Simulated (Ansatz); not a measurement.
# C₃H₈AlF: small, medium and large basis sets

The task here is to estimate one member of a computed series from the others.

Computed with Ansatz 0.2.0, Gaussian basis. Level: one geometry, several basis sets.

Plan: PBE0-D4/def2-SVP; ωB97M-V/def2-SVP; PBE0-D4/def2-QZVPP; ωB97M-V/def2-QZVPP; the functionals' def2-TZVPP values are taken from earlier runs.

**The relaxed structure**

All runs share one geometry, relaxed beforehand with PBE0-D4 in a triple-zeta def2 set.

13 atoms, charge 0, spin multiplicity 1.

Atoms are counted from 1 here; the program's logs count them from 0.

Bond lengths: C1–Al2 1.950 Å, C1–H6 1.093 Å, C1–H7 1.094 Å, C1–H8 1.095 Å, Al2–C3 1.958 Å, Al2–F5 1.946 Å, Al2–H9 1.586 Å, C3–C4 1.487 Å, C3–H10 1.090 Å, C4–H11 1.094 Å, C4–H12 1.096 Å, C4–H13 1.091 Å. Angles: Al2–C1–H6 112.9°, Al2–C1–H7 111.3°, Al2–C1–H8 110.8°, H6–C1–H7 107.6°, H6–C1–H8 107.4°, H7–C1–H8 106.6°, C1–Al2–C3 119.3°, C1–Al2–F5 111.2°, C1–Al2–H9 123.3°, C3–Al2–F5 47.5°, C3–Al2–H9 117.2°, F5–Al2–H9 109.2°, Al2–C3–C4 127.8°, Al2–C3–H10 119.6°, C4–C3–H10 112.6°, C3–C4–H11 113.0°, C3–C4–H12 106.8°, C3–C4–H13 112.6° and more.

The first run:

File in.yaml:

```yaml
crystal:
  periodic: [false, false, false]
  atoms:
    - {symbol: C, position_ang: [-1.944211, -0.535478, -0.654217]}
    - {symbol: Al, position_ang: [-0.074202, -1.084246, -0.719474]}
    - {symbol: C, position_ang: [1.259799, -0.067798, 0.290198]}
    - {symbol: C, position_ang: [1.034781, 1.117977, 1.159630]}
    - {symbol: F, position_ang: [1.081028, 0.406273, -1.199237]}
    - {symbol: H, position_ang: [-2.079815, 0.462487, -0.228983]}
    - {symbol: H, position_ang: [-2.393171, -0.534493, -1.652212]}
    - {symbol: H, position_ang: [-2.532667, -1.232349, -0.047659]}
    - {symbol: H, position_ang: [0.423524, -2.391098, -1.468429]}
    - {symbol: H, position_ang: [2.298970, -0.396754, 0.290647]}
    - {symbol: H, position_ang: [1.740334, 1.931265, 0.963707]}
    - {symbol: H, position_ang: [1.190194, 0.787396, 2.192605]}
    - {symbol: H, position_ang: [0.015836, 1.502217, 1.088325]}
basis:
  gaussian: {orbitals: def2-SVP}
hamiltonian: {xc: pbe0, dispersion: d4}
output: {orbitals: {seedname: orbitals}}
```

On the command line:

```sh
ansatz run in.yaml --threads 4 --pin off --events-out ev --progress --plain --max-ram 10444MiB
```

Steps of the session up to this table: PBE0-D4 in def2-SVP; ωB97M-V in def2-SVP; PBE0-D4 in def2-QZVPP; ωB97M-V in def2-QZVPP.

One of the session's tables, all rows but one given; the rest of the session is left out.

| functional | basis | HOMO (eV) | LUMO (eV) |
| --- | --- | --- | --- |
| PBE0-D4 | def2-SVP | -7.50 | 0.06 |
| PBE0-D4 | def2-TZVPP | -7.52 | -0.15 |
| PBE0-D4 | def2-QZVPP | -7.53 | -0.30 |
| ωB97M-V | def2-SVP | -9.77 | 1.79 |
| ωB97M-V | def2-TZVPP | -9.81 | 1.42 |
| ωB97M-V | def2-QZVPP | ? | ? |

Q: Estimate the row for ωB97M-V, def2-QZVPP from the others.

As computed: HOMO (eV): -9.82; LUMO (eV): 0.93. In the column «HOMO (eV)» it is the lowest.
